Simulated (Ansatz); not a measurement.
**AlGaPH+ (quartet): from Hartree-Fock to the top rungs, cc-pVDZ**

How much of the correlation energy of AlGaPH+ (quartet) does each wave-function method recover here?

The runs use Ansatz 0.2.0, Gaussian basis; cc-pVDZ, core rule «outside noble gas», up to 24 orbitals frozen.

The runs, in order: UHF; CCSD(T) on ROHF; CCSD(T) on UHF; BCCD(T) on ROHF; CISD; CCSDT(Q) on ROHF; CCSDT(Q) on UHF.

27 further runs of the same task are left out: 2 for a known fault of the program, 11 that didn't finish, 14 set aside as unsound or not needed.

## 1. The geometry

The geometry is a PBE0/def2-TZVP stationary point (not a proven minimum) of the parent state, kept for this charge and spin. No spin-orbit coupling is included. The filled d shell of Ga may be among the frozen orbitals whatever the setting's name suggests; the logs give the count.

4 atoms, charge 1, spin multiplicity 4.

Atoms are counted from 1 here; the program's logs count them from 0.

Bond lengths: Al1–P2 2.264 Å, Al1–Ga3 2.612 Å, Al1–H4 1.731 Å, P2–Ga3 2.272 Å, Ga3–H4 1.923 Å. Angles: P2–Al1–Ga3 55.0°, P2–Al1–H4 102.4°, Ga3–Al1–H4 47.4°, Al1–P2–Ga3 70.3°, Al1–Ga3–P2 54.7°, Al1–Ga3–H4 41.5°, P2–Ga3–H4 96.2°, Al1–H4–Ga3 91.1°.

## 2. UHF

Contents of in.yaml:

```yaml
crystal:
  periodic: [false, false, false]
  atoms:
    - {symbol: Al, position_ang: [0.000000, 1.003938, 1.483451]}
    - {symbol: P, position_ang: [0.000000, -1.182613, 0.896493]}
    - {symbol: Ga, position_ang: [0.000000, 0.110828, -0.971553]}
    - {symbol: H, position_ang: [0.000000, 1.800570, -0.053547]}
basis:
  gaussian: {orbitals: cc-pVDZ}
total_charge: 1
magnetization: {spin_polarized: true, initial_magnetization: 3}
hamiltonian: {xc: hf}
output: {orbitals: {seedname: orbitals}}
```

On the command line:

```sh
ansatz run in.yaml --threads 1 --pin off --events-out ev --progress --plain --max-ram 2393MiB
```

Further steps of the session: CCSD(T) on ROHF; CCSD(T) on UHF; BCCD(T) on ROHF; CISD; CCSDT(Q) on ROHF; CCSDT(Q) on UHF.

**Question.** What will the summary of the whole plan be? Wanted: UCCSDT(Q) below the RHF energy; RMP2 from UCCSDT(Q); UMP2 from UCCSDT(Q); RCCSD from UCCSDT(Q); RCCSD(T) from UCCSDT(Q); UCCSD(T) from UCCSDT(Q); RCCSDT(Q) from UCCSDT(Q); T1 diagnostic.

**Answer**, as computed:

| quantity | value |
| --- | --- |
| UCCSDT(Q) below the RHF energy | -5.9947 eV |
| RMP2 from UCCSDT(Q) | +1259.8 meV |
| UMP2 from UCCSDT(Q) | +1279.8 meV |
| RCCSD from UCCSDT(Q) | +322.7 meV |
| RCCSD(T) from UCCSDT(Q) | +70.6 meV |
| UCCSD(T) from UCCSDT(Q) | +64.6 meV |
| RCCSDT(Q) from UCCSDT(Q) | +9.3 meV |
| levels within 1 kcal/mol (43 meV) | RCCSDT, UCCSDT, RCCSDT(Q) |
| T1 diagnostic | 0.036 |

**Reading.** RCCSD(T) lands +70.6 meV from the yardstick (1.2 % of the correlation energy). These misses are within one basis, not against nature; the frozen cores of restricted and unrestricted runs differ, which can shift their rows.
